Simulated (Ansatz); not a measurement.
Run this with the Ansatz DFT code, driven from Python and show what comes out.

The script, `run_opt.py`:
```python
import ansatz as az
from ase import Atoms
import numpy as np

BASIS = "def2-SVP"
FUNCTIONAL = "pbe"


def main() -> None:
    atoms = Atoms(["Cl", "Ge", "I", "H"], positions=[
        (-1.92, 0.111, -0.5029),
        (0.1908, 0.2404, -0.4625),
        (1.0689, -1.8848, 0.5638),
        (0.7158, 1.4732, 0.3812),
    ])
    clgehi = az.Crystal.molecule_from_ase(atoms)

    setup = clgehi.calculation().basis(gaussian=BASIS).functional(FUNCTIONAL).spin("collinear", total=1)
    symbols = [site.symbol for site in clgehi.cartesian_sites]
    start = np.array([site.position_ang for site in clgehi.cartesian_sites], dtype=float)
    def progress(event):
        if event["event"] == "relax_step":
            row = event["data"]
            print(f"step {row['step']:3d}  E = {row['lagrangian_ev']:.6f} eV  max force {row['allowed_force_max_ev_ang']:.4f} eV/A")


    report = setup.relax(force_tolerance=0.005).session().plan().execute(on_event=progress).report
    end = np.array(report["positions_ang"])

    print(f"E = {report['free_energy_ev']:.6f} eV = {report['free_energy_ev'] / 27.211386246:.7f} Ha")
    print("converged:", report["converged"], " doubts:", report["published_state_doubts"] or "none")

    print("bond        before    after (A)")
    for i, j in [(0, 1), (1, 2), (1, 3)]:
        d0, d1 = (np.linalg.norm(xyz[i] - xyz[j]) for xyz in (start, end))
        print(f"{symbols[i]}{i}-{symbols[j]}{j}".ljust(10), f"{d0:8.4f} {d1:8.4f}")
    for i, j, k in [(0, 1, 2), (0, 1, 3), (2, 1, 3)]:
        u, v = end[i] - end[j], end[k] - end[j]
        print(f"angle {symbols[i]}{i}-{symbols[j]}{j}-{symbols[k]}{k}: {np.degrees(np.arccos(np.clip(u @ v / np.linalg.norm(u) / np.linalg.norm(v), -1, 1))):.2f} deg")

    charges = report["charge_distribution"]
    print("dipole moment", round(4.803205 * float(np.linalg.norm(charges["dipole_moment_e_ang"])), 3), "D")
    print("Mulliken:", [(s, round(q, 3)) for s, q in zip(symbols, charges["mulliken_charges_e"])])


if __name__ == "__main__":
    main()
```

```console
$ python run_opt.py
step   1  E = -77134.087756 eV  max force 1.2890 eV/A
step   2  E = -77134.172393 eV  max force 0.1777 eV/A
step   3  E = -77134.176010 eV  max force 0.0404 eV/A
step   4  E = -77134.176119 eV  max force 0.0041 eV/A
E = -77134.176147 eV = -2834.6286900 Ha
converged: True  doubts: none
bond        before    after (A)
Cl0-Ge1      2.1151   2.1937
Ge1-I2       2.5181   2.5565
Ge1-H3       1.5834   1.5815
angle Cl0-Ge1-I2: 110.15 deg
angle Cl0-Ge1-H3: 105.07 deg
angle I2-Ge1-H3: 106.77 deg
dipole moment 1.345 D
Mulliken: [('Cl', -0.196), ('Ge', 0.307), ('I', -0.105), ('H', -0.006)]
```

Caveats:
- Total energies depend on the basis set; only differences at equal settings carry meaning.
- The end point is the stationary point reached from this start; no frequency run checks that it is a minimum, and the basis set is modest.
- def2 sets replace the cores of elements past krypton by effective core potentials.
- The species is open-shell (spin multiplicity 2).
- Hardware and time: 19 s on 1 thread of Arm Neoverse V1, on a shared host, peak memory 0.22 GiB.

(Lines on the test bed's own set-up are left out of the output.)
